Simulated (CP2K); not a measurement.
Runs of CP2K 2026.2 on NbTe. Symmetry: Pm-3m, No. 221, cubic system. The conventional cell has a = 3.426 Å, b = 3.426 Å, c = 3.426 Å, α = 90.00°, β = 90.00°, γ = 90.00°. Nb (site symmetry m-3m) has 8 Te at 2.97 Å as nearest neighbours. Te (site symmetry m-3m) has 8 Nb at 2.97 Å as nearest neighbours. The cell was built by a generator and needn't be a form met in nature.

```tsv
level	cutoff of the non-local correlation (Ry)	gap on the mesh (eV)	pressure (GPa)	relaxed volume (Å³/atom)
LDA	-	none	0.0	19.80
PBE	-	none	0.0	(a)
BEEF-vdW	300	none	0.0	20.65
PBEsol	-	none	0.0	19.96
```

Alike in all rows: task relaxation of cell and atoms; potentials or basis POTENTIAL_UZH Nb GTH-PBE-q13, Te GTH-PBE-q6; TZVP-MOLOPT-PBE-GTH basis; no spin polarisation; cell relaxed; k mesh 6 × 6 × 6; smearing fermi-dirac 0.05 eV.

Q: Fill in the values left out.

A: (a) 20.51.

Caveats: the basis of atomic orbitals isn't converged, which shifts pressures, moduli and gaps; the potentials were made for another functional, which shifts forces and pressure (some runs).

A k mesh can miss the band edges, and the runs leave out spin-orbit coupling on Nb, Te.

A gap of «none» marks a metal or a gap under the smearing width.
